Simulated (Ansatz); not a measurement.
Geometry optimisation, DFT PBE, scalar-relativistic, plane waves, PAW (Ansatz 0.2.0).

Input file:

```yaml
crystal:
  lattice:
    - [10.86, 0.0, 0.0]
    - [0.0, 10.86, 0.0]
    - [0.0, 0.0, 10.86]
  atoms:
    - { symbol: Si, position: [0.5046126, 0.0016093, -0.0005195] }
    - { symbol: Si, position: [0.627373, 0.1264108, 0.1233874] }
    - { symbol: Si, position: [0.7548408, 0.249887, -0.0051317] }
    - { symbol: Si, position: [0.8730905, 0.3749816, 0.1219062] }
    - { symbol: Si, position: [0.7481604, 0.0009914, 0.2522537] }
    - { symbol: Si, position: [0.8712846, 0.125247, 0.3742197] }
    - { symbol: Si, position: [-0.0018313, 0.0013044, -0.0030147] }
    - { symbol: Si, position: [0.1236937, 0.1265113, 0.1247154] }
    - { symbol: Si, position: [0.2487691, 0.2518626, 0.0006772] }
    - { symbol: Si, position: [0.3705911, 0.3737778, 0.125337] }
    - { symbol: Si, position: [0.502219, 0.5040432, -0.0014356] }
    - { symbol: Si, position: [0.623938, 0.6229826, 0.1285083] }
    - { symbol: Si, position: [0.7476958, 0.7482094, 0.0020072] }
    - { symbol: Si, position: [0.8722575, 0.8728129, 0.1247912] }
    - { symbol: Si, position: [0.2485478, 0.0034568, 0.2458399] }
    - { symbol: Si, position: [0.3747927, 0.1255175, 0.3700101] }
    - { symbol: Si, position: [0.5022136, 0.250886, 0.2482938] }
    - { symbol: Si, position: [0.6273323, 0.3741303, 0.3718925] }
    - { symbol: Si, position: [0.7502095, 0.4980942, 0.2457333] }
    - { symbol: Si, position: [0.8753581, 0.6278804, 0.3726645] }
    - { symbol: Si, position: [0.4963944, 0.0049456, 0.5017433] }
    - { symbol: Si, position: [0.6276646, 0.1246843, 0.6305396] }
    - { symbol: Si, position: [0.7512259, 0.2467665, 0.499872] }
    - { symbol: Si, position: [0.8733459, 0.3754777, 0.6295659] }
    - { symbol: Si, position: [0.7491157, -0.0009643, 0.7430719] }
    - { symbol: Si, position: [0.8763652, 0.1230845, 0.8811551] }
    - { symbol: Si, position: [-0.0014102, 0.5001549, 0.001028] }
    - { symbol: Si, position: [0.1247637, 0.6222622, 0.1228275] }
    - { symbol: Si, position: [0.2517337, 0.7502038, -0.0012414] }
    - { symbol: Si, position: [0.3783776, 0.8751906, 0.1200568] }
    - { symbol: Si, position: [0.0003027, 0.2488931, 0.2541793] }
    - { symbol: Si, position: [0.2477491, 0.5018066, 0.244872] }
    - { symbol: Si, position: [0.3724458, 0.6249757, 0.377332] }
    - { symbol: Si, position: [0.5026849, 0.7481764, 0.2419243] }
    - { symbol: Si, position: [0.6250771, 0.8776017, 0.3740918] }
    - { symbol: Si, position: [-0.0011416, -0.0013455, 0.4995358] }
    - { symbol: Si, position: [0.1320005, 0.1253222, 0.628799] }
    - { symbol: Si, position: [0.2486398, 0.2536287, 0.5001836] }
    - { symbol: Si, position: [0.3760461, 0.3754955, 0.6243642] }
    - { symbol: Si, position: [0.4979725, 0.5005628, 0.4995947] }
    - { symbol: Si, position: [0.6243635, 0.6315071, 0.6275681] }
    - { symbol: Si, position: [0.7528482, 0.7449628, 0.495093] }
    - { symbol: Si, position: [0.8750629, 0.8776966, 0.6317148] }
    - { symbol: Si, position: [0.2463532, 0.0007774, 0.7527725] }
    - { symbol: Si, position: [0.3767088, 0.1236029, 0.879368] }
    - { symbol: Si, position: [0.4951758, 0.2509072, 0.7471306] }
    - { symbol: Si, position: [0.6241274, 0.3756079, 0.8770655] }
    - { symbol: Si, position: [0.7465486, 0.4981853, 0.7502673] }
    - { symbol: Si, position: [0.8751072, 0.6262198, 0.8760761] }
    - { symbol: Si, position: [-0.0045123, 0.7545978, 0.251401] }
    - { symbol: Si, position: [0.1250693, 0.8769934, 0.371461] }
    - { symbol: Si, position: [0.0005055, 0.5006222, 0.5006184], spin: 1.0 }
    - { symbol: Si, position: [0.1264679, 0.6260396, 0.6260029] }
    - { symbol: Si, position: [0.2508824, 0.7521387, 0.501149] }
    - { symbol: Si, position: [0.3770423, 0.8744938, 0.6222255] }
    - { symbol: Si, position: [-0.0025463, 0.2439565, 0.7501361] }
    - { symbol: Si, position: [0.1241976, 0.3706467, 0.8723331] }
    - { symbol: Si, position: [0.2460937, 0.4981036, 0.7515973] }
    - { symbol: Si, position: [0.3745055, 0.6266201, 0.8748818] }
    - { symbol: Si, position: [0.5003821, 0.7528044, 0.7482912] }
    - { symbol: Si, position: [0.6242931, 0.8761242, 0.8710693] }
    - { symbol: Si, position: [0.0023487, 0.7523143, 0.7506405] }
    - { symbol: Si, position: [0.1239891, 0.8751401, 0.8744793] }
magnetization:
  spin_polarized: true
total_charge: 1
basis:
  ecutwfc: 420.0
kpoints:
  mp_grid: { grid: [1, 1, 1] }
hamiltonian:
  xc: pbe
  pseudopotentials: { kind: paw, azcp: { folder: soft_1 } }
scf:
  occupations: { method: fermi_dirac, width: 0.05 }
  lower_state_search: "off"
relax:
  f_tol: 0.03
  max_steps: 60
  adjacent_minimum: "off"
output:
  write_density: true
  write_potential: true
  elf: true
  volumetric_format: npy
```

Command:

```bash
$ ansatz run input.yaml --threads 4 --pin off --max-ram 10240MiB --backend cpu --events-out ev --progress --plain --runs-dir out
```

**Question.** Where does it end, and by what steps?

**Answer.** It converged. Limits of this set-up: coarse k mesh, charged cell in a uniform background, uncorrected. After 4 steps the energy has fallen by 1.156 eV; Si37 moved furthest, 0.12 Å.

```json
{"step": "0", "energy less start (eV)": "0.0000", "largest force component (eV/Å)": "1.684", "accepted": "yes"}
{"step": "1", "energy less start (eV)": "-1.0706", "largest force component (eV/Å)": "0.500", "accepted": "yes"}
{"step": "2", "energy less start (eV)": "-1.1219", "largest force component (eV/Å)": "0.156", "accepted": "yes"}
{"step": "3", "energy less start (eV)": "-1.1514", "largest force component (eV/Å)": "0.078", "accepted": "yes"}
{"step": "4", "energy less start (eV)": "-1.1561", "largest force component (eV/Å)": "0.007", "accepted": "yes"}
```

```xyz
63
Lattice="10.8600 0.0000 0.0000 0.0000 10.8600 0.0000 0.0000 0.0000 10.8600" Properties=species:S:1:pos:R:3
Si 5.428 0.003 -0.005
Si 6.785 1.363 1.355
Si 8.151 2.710 0.004
Si 9.522 4.088 1.376
Si 8.151 0.013 2.701
Si 9.523 1.384 4.079
Si -0.011 0.013 0.004
Si 1.366 1.383 1.376
Si 2.710 2.721 -0.007
Si 4.047 4.063 1.376
Si 5.418 5.443 0.005
Si 6.785 6.790 1.355
Si 8.141 8.150 -0.006
Si 9.501 9.506 1.354
Si 2.710 0.002 2.713
Si 4.047 1.384 4.057
Si 5.429 2.721 2.714
Si 6.785 4.077 4.068
Si 8.141 5.431 2.713
Si 9.522 6.769 4.056
Si 5.419 0.013 5.434
Si 6.785 1.363 6.782
Si 8.141 2.722 5.423
Si 9.523 4.065 6.760
Si 8.141 0.002 8.141
Si 9.501 1.363 9.497
Si -0.001 5.431 -0.007
Si 1.342 6.768 1.375
Si 2.721 8.140 0.005
Si 4.068 9.506 1.355
Si 0.032 2.754 2.745
Si 2.679 5.401 2.743
Si 4.047 6.768 4.081
Si 5.418 8.140 2.702
Si 6.785 9.506 4.069
Si 0.000 0.002 5.423
Si 1.344 1.385 6.759
Si 2.676 2.756 5.388
Si 4.047 4.088 6.760
Si 5.429 5.431 5.424
Si 6.785 6.790 6.782
Si 8.152 8.140 5.434
Si 9.502 9.506 6.781
Si 2.721 0.013 8.131
Si 4.069 1.362 9.497
Si 5.418 2.710 8.131
Si 6.785 4.076 9.498
Si 8.151 5.442 8.131
Si 9.501 6.789 9.497
Si 0.000 8.151 2.713
Si 1.355 9.506 4.068
Si 0.032 5.402 5.392
Si 1.368 6.770 6.761
Si 2.711 8.151 5.423
Si 4.069 9.507 6.782
Si 0.000 2.721 8.141
Si 1.355 4.076 9.498
Si 2.710 5.431 8.143
Si 4.068 6.790 9.499
Si 5.428 8.150 8.142
Si 6.785 9.506 9.499
Si -0.011 8.139 8.131
Si 1.355 9.506 9.498
```

Whether the end is a true minimum wasn't checked by a vibrational analysis.

Run time: 82 s on 4 threads of AMD EPYC 7B13 (Zen 3) (shared host), peak memory 1.7 GiB.
